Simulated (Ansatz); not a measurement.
Predict the output of the script below (Ansatz's Python interface).

The script, `transition_cu.py`:
```python
"""Pressure at which two phases of Cu cross."""

import csv
import warnings

import ansatz
import numpy as np

FUNCTIONAL = "r2scan"
CUTOFF = 600
K_SPACING = 0.27
OCCUPATIONS = "fermi_dirac"
WIDTH_EV = 0.1


def diamond(a_site, a):
    return (
        ansatz.Lattice.fcc(a)
        .space_group(227, origin_choice=1)
        .atom(a_site, (0, 0, 0))
        .primitive()
    )


def sc(A, a):
    return (
        ansatz.Lattice.cubic(a)
        .space_group(221)
        .atom(A, (0, 0, 0))
    )


def ground_state(name, crystal, pressure=0.0):
    calc = (
        crystal.calculation()
        .functional(FUNCTIONAL)
        .basis(CUTOFF)
        .kpoints(spacing=K_SPACING)
        .occupations(OCCUPATIONS, width=WIDTH_EV)
    )
    calc = calc.relax(force_tolerance=0.03, max_steps=60, cell=True, pressure=pressure)
    return calc.run(threads=1)


def volume_per_atom(outcome):
    return abs(np.linalg.det(outcome.lattice.cell_ang)) / len(outcome.lattice.sites)

warnings.simplefilter("ignore")

phases = {}
phases["diamond"] = diamond("Cu", 4.97)
phases["sc"] = sc("Cu", 2.35)

# enthalpy per atom at each pressure
pressures = [0, 15, 30, 45]
enthalpy, volume = {name: [] for name in phases}, {name: [] for name in phases}
for p in pressures:
    for name, crystal in phases.items():
        o = ground_state(name, crystal, pressure=p)
        volume[name].append(volume_per_atom(o))
        enthalpy[name].append(o.report["energy_sigma0_ev"] / len(o.lattice.sites) + p * volume[name][-1] / 160.21766)
gap = np.array(enthalpy["sc"]) - np.array(enthalpy["diamond"])
rows = [(p, va, vb, 1000 * d) for p, va, vb, d in zip(pressures, volume["diamond"], volume["sc"], gap)]
with open("transition.csv", "w", newline="") as handle:
    writer = csv.writer(handle)
    writer.writerow(["P (GPa)", "V diamond (A^3/atom)", "V sc (A^3/atom)", "H(sc) - H(diamond) (meV/atom)"])
    writer.writerows([round(v, 4) if isinstance(v, float) else v for v in row] for row in rows)
print(open("transition.csv").read())
crossings = [p0 - g0 * (p1 - p0) / (g1 - g0) for p0, p1, g0, g1 in zip(pressures, pressures[1:], gap, gap[1:]) if g0 * g1 < 0]
print("crossing near", [round(float(p), 1) for p in crossings], "GPa") if crossings else print("no crossing in this range")
```

Output of `python transition_cu.py`:
```text
P (GPa),V diamond (A^3/atom),V sc (A^3/atom),H(sc) - H(diamond) (meV/atom)
0,18.0793,13.2897,-617.8989
15,15.4718,12.0407,-991.3257
30,14.1047,11.2462,-1283.2383
45,13.1807,10.6679,-1533.4411

no crossing in this range
```

Caveats:
- Absolute energies stand on the zero of these potentials, so only differences at equal settings mean something.
- The run is spin-unpolarised.
- At a fixed pressure a relaxation lowers the enthalpy F + PV, while F alone can rise.
- For the metals among these phases the mesh is modest: differences between phases can be off by up to 40 meV an atom.
- Only these two structures are compared, at zero temperature and with their symmetry kept; either may be hypothetical, and another phase may be lower than both. Differences under about 40 meV an atom lie within the error of mesh and functional.
- The cells are prototypes set up for this calculation and needn't exist.
- Wall time of the script: 99 s on 1 thread of Arm Neoverse V2 (shared host), peak memory 0.54 GiB.
